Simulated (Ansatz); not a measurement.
# MgAu: LAPW beside PAW

Aim: solve MgAu at one geometry with LAPW, all electrons, PAW with frozen cores and all-electron PAW on datasets made for the crystal, and see where they agree.

Computed with Ansatz 0.2.0 (DFT LDA, scalar-relativistic, unless a step's input says otherwise).

## (1) The system as given

It takes space group Pm-3m (No. 221, cubic). The conventional cell has a = 3.259 Å, b = 3.259 Å, c = 3.259 Å, α = 90.00°, β = 90.00°, γ = 90.00°. Mg (site symmetry m-3m) is surrounded by 8 Au at 2.82 Å. Around Au (site symmetry m-3m) lie 8 Mg at 2.82 Å.

Coordinates:

```
Mg Au
1.0
     3.25900    0.00000    0.00000
     0.00000    3.25900    0.00000
     0.00000    0.00000    3.25900
Mg Au
1 1
Direct
  0.50000 0.50000 0.50000
  0.00000 0.00000 0.00000
```

Structure: COD 9008804, as refined from experiment and not relaxed.

Atoms are numbered in the order of the input: Mg1, Au2.

## (2) LAPW, all electrons

Contents of input.yaml:

```yaml
crystal:
  lattice:
    - [3.259, 0.0, 0.0]
    - [0.0, 3.259, 0.0]
    - [0.0, 0.0, 3.259]
  atoms:
    - { symbol: Mg, position: [0.5, 0.5, 0.5] }
    - { symbol: Au, position: [0.0, 0.0, 0.0] }
kpoints:
  mp_grid: { grid: [13, 13, 13] }
  band_path:
    path:
      - [0.0, 0.0, 0.0]
      - [0.0, 0.5, 0.0]
      - [0.5, 0.5, 0.0]
      - [0.0, 0.0, 0.0]
      - [0.5, 0.5, 0.5]
      - [0.0, 0.5, 0.0]
      - [0.5, 0.5, 0.5]
      - [0.5, 0.5, 0.0]
    npoints: 14
scf:
  occupations: { method: fermi_dirac, width: 0.05 }
hamiltonian:
  xc: lda
  pseudopotentials: { kind: all_electron, lapw: { basis_error: 0.00025 } }
output:
  forces: true
  stress: true
  eigenvalues: true
  fatbands: true
  populations: true
  dos: { projected: true, de: 0.2, e_range: [-14, 8] }
```

Launch:

```console
ansatz run input.yaml --threads 1 --pin off --max-ram 3072MiB --backend cpu --events-out ev --progress --plain --runs-dir out
```

## (3) PAW with frozen cores

Edit input.yaml of step 2 so:

```diff
@@ -25,3 +25,3 @@
   xc: lda
-  pseudopotentials: { kind: all_electron, lapw: { basis_error: 0.00025 } }
+  pseudopotentials: { kind: paw }
 output:
@@ -30,4 +30,9 @@
   eigenvalues: true
-  fatbands: true
+  efg: { contact_densities: true }
   populations: true
+  bader: true
   dos: { projected: true, de: 0.2, e_range: [-14, 8] }
+  write_density: true
+  write_potential: true
+  elf: true
+  volumetric_format: npy
```

## (4) All-electron PAW on datasets made for the crystal

Edit input.yaml of step 3 so:

```diff
@@ -20,3 +20,3 @@
       - [0.5, 0.5, 0.0]
-    npoints: 14
+    npoints: 8
 scf:
@@ -25,3 +25,3 @@
   xc: lda
-  pseudopotentials: { kind: paw }
+  pseudopotentials: { kind: all_electron, datasets: crystal }
 output:
@@ -31,8 +31 @@
   efg: { contact_densities: true }
-  populations: true
-  bader: true
-  dos: { projected: true, de: 0.2, e_range: [-14, 8] }
-  write_density: true
-  write_potential: true
-  elf: true
-  volumetric_format: npy
```

(Steps that only read results are left out.)

Q: Predict the outcome of this session. Wanted: pressure; gap; Bader charges.

**Answer**, as computed:

| quantity | value |
| --- | --- |
| pressure | LAPW -3.49, PAW -3.52, crystal datasets -3.49 GPa |
| gap (LAPW) | none |
| Bader charges (PAW) | Mg1 +1.54, Au2 -1.54 e |

At this geometry the cell is under tension of 3.5 GPa, so it would shrink if let go. With 53 electrons in the bands of a cell, and no spin, a band must be partly filled: it is a metal at this level. Mg 3s carries the largest share, 45 %, of the projected states within 0.3 eV of the Fermi level. The projection holds only the free atom's occupied shells (Mg 3s, Au 6s, Au 5d in this range). The rest lies in shells not listed and outside the spheres or projectors. PAW lies -0.02 GPa from LAPW in pressure. LAPW took about 5 times as long as PAW (57 s against 13 s, on a shared host and with the outputs that each input asks for). Spin-orbit coupling is left out, though the cell holds Au; in elements this heavy it can shift bands and gaps by tenths of an eV.
